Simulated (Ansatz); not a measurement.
**C2H8ClNOSi: a ladder of functionals and wavefunction methods**

How much do the methods differ for C2H8ClNOSi? The plan is to run it at one geometry with functionals of several rungs and with coupled cluster. The yardstick is the atomisation energy at the CCSD(T) limit.

Program: Ansatz 0.2.0, Gaussian basis. Level of theory: functionals in def2-TZVPP, the program's frozen cores in correlated methods. These are calculated values, not measurements.

Levels to be run: PBE-D4, r2SCAN-D4, PBE0-D4, B3LYP-D4, ωB97X-V, ωB97M-V, B2PLYP; CCSD(T)/def2-TZVPP; MP2/def2-QZVPP; extrapolation to the limit.

## Step 1: The relaxed structure

The geometry comes from an earlier relaxation with PBE0-D4 in a triple-zeta def2 set; it is a stationary point, not always the lowest conformer.

SMILES `CC[Si](N)(O)Cl`, 14 atoms, charge 0, spin multiplicity 1.

Atoms are counted from 1 here; the program's logs count them from 0.

Bond lengths: C1–C2 1.528 Å, C1–H7 1.093 Å, C1–H8 1.094 Å, C1–H9 1.092 Å, C2–Si3 1.855 Å, C2–H10 1.095 Å, C2–H11 1.095 Å, Si3–N4 1.705 Å, Si3–O5 1.638 Å, Si3–Cl6 2.067 Å, N4–H12 1.006 Å, N4–H13 1.006 Å, O5–H14 0.959 Å. Angles: C2–C1–H7 111.4°, C2–C1–H8 111.4°, C2–C1–H9 111.3°, H7–C1–H8 107.2°, H7–C1–H9 107.7°, H8–C1–H9 107.7°, C1–C2–Si3 113.4°, C1–C2–H10 110.7°, C1–C2–H11 110.6°, Si3–C2–H10 107.8°, Si3–C2–H11 107.8°, H10–C2–H11 106.2°, C2–Si3–N4 117.8°, C2–Si3–O5 105.3°, C2–Si3–Cl6 108.4°, N4–Si3–O5 109.8°, N4–Si3–Cl6 104.0°, O5–Si3–Cl6 111.7° and more.

## Step 2: PBE-D4 (GGA)

Contents of in.yaml:

```yaml
crystal:
  periodic: [false, false, false]
  atoms:
    - {symbol: C, position_ang: [-1.128959, 0.255105, -1.432285]}
    - {symbol: C, position_ang: [0.217868, 0.741533, -0.900511]}
    - {symbol: Si, position_ang: [0.605375, 0.119248, 0.803353]}
    - {symbol: N, position_ang: [0.654436, -1.567967, 1.042582]}
    - {symbol: O, position_ang: [-0.532606, 0.783323, 1.775860]}
    - {symbol: Cl, position_ang: [2.507178, 0.750301, 1.312078]}
    - {symbol: H, position_ang: [-1.324262, 0.640645, -2.435787]}
    - {symbol: H, position_ang: [-1.164068, -0.836371, -1.492421]}
    - {symbol: H, position_ang: [-1.949446, 0.577947, -0.787663]}
    - {symbol: H, position_ang: [1.031065, 0.429267, -1.563905]}
    - {symbol: H, position_ang: [0.248159, 1.835733, -0.872908]}
    - {symbol: H, position_ang: [-0.155279, -2.147748, 0.897527]}
    - {symbol: H, position_ang: [1.514947, -2.081801, 0.961543]}
    - {symbol: H, position_ang: [-0.524420, 0.500787, 2.692526]}
basis:
  gaussian: {orbitals: def2-TZVPP}
hamiltonian: {xc: pbe, dispersion: d4}
output: {forces: true, orbitals: {seedname: orbitals}}
```

Launch:

```
$ ansatz run in.yaml --threads 2 --pin off --events-out ev --progress --plain --max-ram 32768MiB --backend cuda --devices 0, --max-vram 18GiB
```

After this run come: r2SCAN-D4 (meta-GGA); PBE0-D4 (hybrid); B3LYP-D4 (hybrid); ωB97X-V (range-separated); ωB97M-V (range-separated); B2PLYP (double hybrid); CCSD(T) in def2-TZVPP; MP2 in def2-QZVPP.

**Question.** What will the summary of the whole plan be? Wanted: atomisation energy, CCSD(T)/CBS; farthest; mean size of error, hybrid; mean size of error, range-separated; gap, smallest and largest; T1 diagnostic; triples share of the correlation energy.

As calculated:

| quantity | value |
| --- | --- |
| atomisation energy, CCSD(T)/CBS | 55.673 eV |
| functionals within 0.278 eV (0.5 %) | r2SCAN-D4, PBE0-D4, B3LYP-D4, ωB97X-V, ωB97M-V |
| farthest | B2PLYP (-0.776 eV) |
| mean size of error, hybrid | 0.175 eV |
| mean size of error, range-separated | 0.105 eV |
| gap, smallest and largest | 5.98 eV (PBE-D4), 12.57 eV (ωB97X-V) |
| T1 diagnostic | 0.0097 |
| triples share of the correlation energy | 3.7 % |

In words: PBE-D4 misses by +0.677 eV. Double hybrids carry the basis error of their MP2 part in triple zeta, and no dispersion term here, so their miss is partly the set-up's. Misses under about 0.278 eV are within the doubt on the reference itself, which lacks core-valence correlation, relativity and higher excitations. Hartree-Fock recovers 73 % of the binding; the rest is correlation. The gap grows from 6.0 to 12.6 eV across the functionals, mostly with the share of exact exchange.
